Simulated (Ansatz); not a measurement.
# C₂H₆ClSc: a ladder of functionals and wavefunction methods

An exercise on one series of results from a longer session: the logs are not shown, and one member is left open.

Computed with Ansatz 0.2.0, Gaussian basis. Level: functionals in def2-TZVPP, the program's frozen cores in correlated methods.

Levels to be run: LDA (SPW92), PBE-D4, revPBE-D4, BLYP-D4, r2SCAN-D4, B97M-V, PBE0-D4, B3LYP-D4, r2SCANh-D4, r2SCAN0-D4, HSE06-D4, BHLYP-D4, CAM-B3LYP-D4, LC-ωPBE, ωB97X-V, ωB97M-V, B2PLYP, PBE-QIDH; CCSD(T)/def2-SVP; CCSD(T)/def2-TZVPP; MP2/def2-QZVPP; extrapolation to the limit; RPA on PBE.

## Structure used throughout

The geometry comes from an earlier relaxation with PBE0-D4 in a triple-zeta def2 set; it is a stationary point, not always the lowest conformer.

SMILES `[CH3][Sc]([CH3])[Cl]`, 10 atoms, charge 0, spin multiplicity 1.

Atoms are counted from 1 here; the program's logs count them from 0.

Bond lengths: C1–Sc2 2.165 Å, C1–H5 1.097 Å, C1–H6 1.098 Å, C1–H7 1.099 Å, Sc2–C3 2.164 Å, Sc2–Cl4 2.315 Å, C3–H8 1.097 Å, C3–H9 1.097 Å, C3–H10 1.099 Å. Angles: Sc2–C1–H5 113.3°, Sc2–C1–H6 111.5°, Sc2–C1–H7 110.7°, H5–C1–H6 107.8°, H5–C1–H7 106.6°, H6–C1–H7 106.5°, C1–Sc2–C3 115.4°, C1–Sc2–Cl4 122.5°, C3–Sc2–Cl4 122.1°, Sc2–C3–H8 111.8°, Sc2–C3–H9 112.5°, Sc2–C3–H10 111.2°, H8–C3–H9 107.6°, H8–C3–H10 107.1°, H9–C3–H10 106.3°.

Geometry (Å):

```xyz
10
C2H6ClSc
C    -0.9731    1.5174   -0.4287
Sc   -0.2923   -0.5331   -0.5594
C     1.2190   -1.1027    0.8808
Cl   -1.1449   -2.0297   -2.1064
H    -2.0056    1.6550   -0.7712
H    -0.9064    1.8996    0.5983
H    -0.3461    2.1749   -1.0479
H     1.3542   -0.3369    1.6550
H     0.9836   -2.0482    1.3859
H     2.1948   -1.2474    0.3965
```

The first run:

in.yaml reads:

```yaml
crystal:
  periodic: [false, false, false]
  atoms:
    - {symbol: C, position_ang: [-0.973115, 1.517437, -0.428658]}
    - {symbol: Sc, position_ang: [-0.292258, -0.533085, -0.559365]}
    - {symbol: C, position_ang: [1.219024, -1.102716, 0.880811]}
    - {symbol: Cl, position_ang: [-1.144921, -2.029750, -2.106386]}
    - {symbol: H, position_ang: [-2.005637, 1.654979, -0.771193]}
    - {symbol: H, position_ang: [-0.906366, 1.899565, 0.598293]}
    - {symbol: H, position_ang: [-0.346143, 2.174917, -1.047938]}
    - {symbol: H, position_ang: [1.354157, -0.336860, 1.654967]}
    - {symbol: H, position_ang: [0.983586, -2.048178, 1.385904]}
    - {symbol: H, position_ang: [2.194775, -1.247410, 0.396463]}
basis:
  gaussian: {orbitals: def2-TZVPP}
hamiltonian: {xc: lda}
output: {orbitals: {seedname: orbitals}}
```

Started as:

```
$ ansatz run in.yaml --threads 4 --pin off --events-out ev --progress --plain --max-ram 10444MiB
```

Steps of the session up to this table: LDA; PBE-D4 (GGA); revPBE-D4 (GGA); BLYP-D4 (GGA); r2SCAN-D4 (meta-GGA); B97M-V (meta-GGA); B3LYP-D4 (hybrid); r2SCANh-D4 (hybrid); r2SCAN0-D4 (hybrid); HSE06-D4 (hybrid); BHLYP-D4 (hybrid); CAM-B3LYP-D4 (range-separated); LC-ωPBE (range-separated); ωB97X-V (range-separated); ωB97M-V (range-separated); B2PLYP (double hybrid); PBE-QIDH (double hybrid).

One table of the session follows, with a row left open; its other results are not shown here.

It belongs to the step «Orbital energies across the functionals». 

```
  functional  HOMO (eV)  LUMO (eV)  gap (eV)
 LDA (SPW92)      -5.98      -3.46      2.52
      PBE-D4      -5.85      -3.24      2.61
   revPBE-D4      -5.80      -3.09      2.71
     BLYP-D4      -5.72      -3.27      2.45
   r2SCAN-D4      -6.11      -2.91      3.20
      B97M-V      -6.19      -3.11      3.08
     PBE0-D4      -7.18      -2.25      4.93
    B3LYP-D4      -6.95      -2.66      4.29
  r2SCANh-D4      -6.61      -2.56      4.05
  r2SCAN0-D4      -7.36      -2.05      5.31
    HSE06-D4      -6.78      -2.62      4.15
    BHLYP-D4      -8.40      -1.49      6.90
CAM-B3LYP-D4      -8.60      -1.42      7.18
     LC-ωPBE     -10.03      -0.07      9.96
     ωB97X-V          ?          ?         ?
     ωB97M-V      -9.51      -0.62      8.89
```

**Question.** Estimate the row for ωB97X-V.

**Answer.** HOMO (eV): -9.65; LUMO (eV): -0.29; gap (eV): 9.36. In the column «HOMO (eV)» it lies between LC-ωPBE (-10.03) and ωB97M-V (-9.51).
